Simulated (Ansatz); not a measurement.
Li₂Ca, space group Fd-3m, a convergence test of the k-point mesh

With Ansatz 0.2.0, Python API.

Notebook, run cell by cell (the value of a cell's last expression is shown):

```python
import csv

import ansatz as az
import numpy as np
```

```python
vectors = np.array([
    [0.0, 4.428, 4.428],
    [4.428, 0.0, 4.428],
    [4.428, 4.428, 0.0],
])
li2ca = (
    az.Lattice.of(vectors)
    .atom('Li', (0.625, 0.625, 0.625))
    .atom('Li', (0.125, 0.625, 0.625))
    .atom('Li', (0.625, 0.625, 0.125))
    .atom('Li', (0.625, 0.125, 0.625))
    .atom('Ca', (0.0, 0.0, 0.0))
    .atom('Ca', (0.25, 0.25, 0.25))
)
```

```python
li2ca.resolved().sites[-1]
```

    Site(symbol='Ca', position=(0.25, 0.25, 0.25), moment=None, axis=None, held=None, saved=None)

```python
base = (
    li2ca.calculation()
    .functional('r2scan')
    .basis(300)
    .occupations('gaussian', width=0.1)
    .scf(max_iterations=60)
    .stress()
)
```

```python
rows = []
for value in [(2, 2, 2), (3, 3, 3), (4, 4, 4), (5, 5, 5), (6, 6, 6)]:
    summary = base.kpoints(*value).run().report
    rows.append((value, summary['free_energy_ev'] / len(summary['lattice']['sites']), summary['n_iterations'], sum(summary['stress_gpa'][i][i] for i in range(3)) / 3, summary['n_kpoints']))

with open('kconv.csv', 'w', newline='') as handle:
    writer = csv.writer(handle)
    writer.writerow(['mesh', 'F/atom (eV)', 'iterations', 'P (GPa)', 'k-points'])
    writer.writerows([round(v, 5) if isinstance(v, float) else v for v in row] for row in rows)

# the last row is the reference
for row in rows[:-1]:
    shift = 1000 * (row[1] - rows[-1][1])
    print(f'{row[0]}: {shift:+.2f} meV/atom' + ('  (within 5 meV)' if abs(shift) < 5 else ''))
```

    DeckWarning: basis.ecutwfc = 300 eV is below the records' recommended 500 eV, and the density's cutoff is lower with it unless basis.ecutrho_ratio is high enough to keep the records' density cutoff: compare with a run at a higher cutoff
    (2, 2, 2): +113.79 meV/atom
    (3, 3, 3): +26.08 meV/atom
    (4, 4, 4): +8.09 meV/atom
    (5, 5, 5): +3.42 meV/atom  (within 5 meV)

`kconv.csv`, as written:
```csv
mesh,F/atom (eV),iterations,P (GPa),k-points
"(2, 2, 2)",-743.87961,6,-0.22864,3
"(3, 3, 3)",-743.96732,6,-0.04069,4
"(4, 4, 4)",-743.9853,7,-0.13219,8
"(5, 5, 5)",-743.98997,6,-0.17764,10
"(6, 6, 6)",-743.99339,7,-0.20401,16
```

From 5×5×5 on it stays within 5 meV an atom of the value at 6×6×6; the first row (2×2×2) is off by 113.8 meV and the last but one by 3.42 meV. This holds for F at a smearing of 0.1 eV; a narrower one needs a denser mesh. The pressure moves from -0.23 to -0.20 GPa.

What to keep in mind:
- The cutoff lies under the one recommended for these potentials.
- Under the recommended cutoff a pressure can be off by several GPa, even in sign.
- Pressure is positive in compression.
- The starting cell is as deposited in a crystallographic database; the results hold for this polymorph, which needn't be the stable one.
- Warnings are shown shortened and without file and line.
- Shifts are counted from the finest mesh, which is itself no proven limit.
- It ran for 12 s on 1 thread of Intel(R) Xeon(R) Processor @ 2.30GHz, with other jobs on the host, peak memory 0.73 GiB.
